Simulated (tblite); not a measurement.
# C5H4O2SSi: the cost of one run

The runs use tblite 0.8.0 and PySCF 2.14.0, with density-fitted response routines of our own; the level of theory stands in each step. All values are computed, except where a source is named. Atoms are numbered from 0 throughout.

### Step 1. The starting structure

13 atoms, charge 0, multiplicity 1; geometry from: force field or distance geometry start.

Bonds of the start (Å): C0–C1 1.19, C1–Si2 1.88, Si2–S3 2.16, S3–C4 1.71, C4–C5 1.30, C5–O6 1.18, C4–C7 1.48, C7–O8 1.23, C0–H9 1.06, Si2–H10 1.48, Si2–H11 1.47, C7–H12 1.11.

### Step 2. Relaxing the molecule with GFN2-xTB

What the job is given:

```
{"job": {"kind": "relax", "xc": "GFN2-xTB", "basis": "xTB"}, "charge": 0, "multiplicity": 1}
C      1.954700     1.673700    -0.565900
C      1.785800     0.655600     0.031100
Si     1.545700    -0.946700     0.993400
S     -0.416400    -0.843900     1.886300
C     -1.403800    -0.111400     0.695700
C     -2.045200     0.990300     0.942200
O     -2.626100     1.993600     1.142300
C     -1.626900    -0.757000    -0.615500
O     -1.084800    -1.805300    -0.971500
H      2.087300     2.586400    -1.096000
H      1.635100    -2.127900     0.103600
H      2.535100    -1.070000     2.078800
H     -2.344900    -0.237100    -1.278000
```

Run with:

```bash
> OMP_NUM_THREADS=1 python probes_run.py task.json out
```

This one command runs all jobs of the session in turn.

Q: Estimate the wall time of this first job on 1 thread of Arm Neoverse N1, shared host.

About 1.9 s.
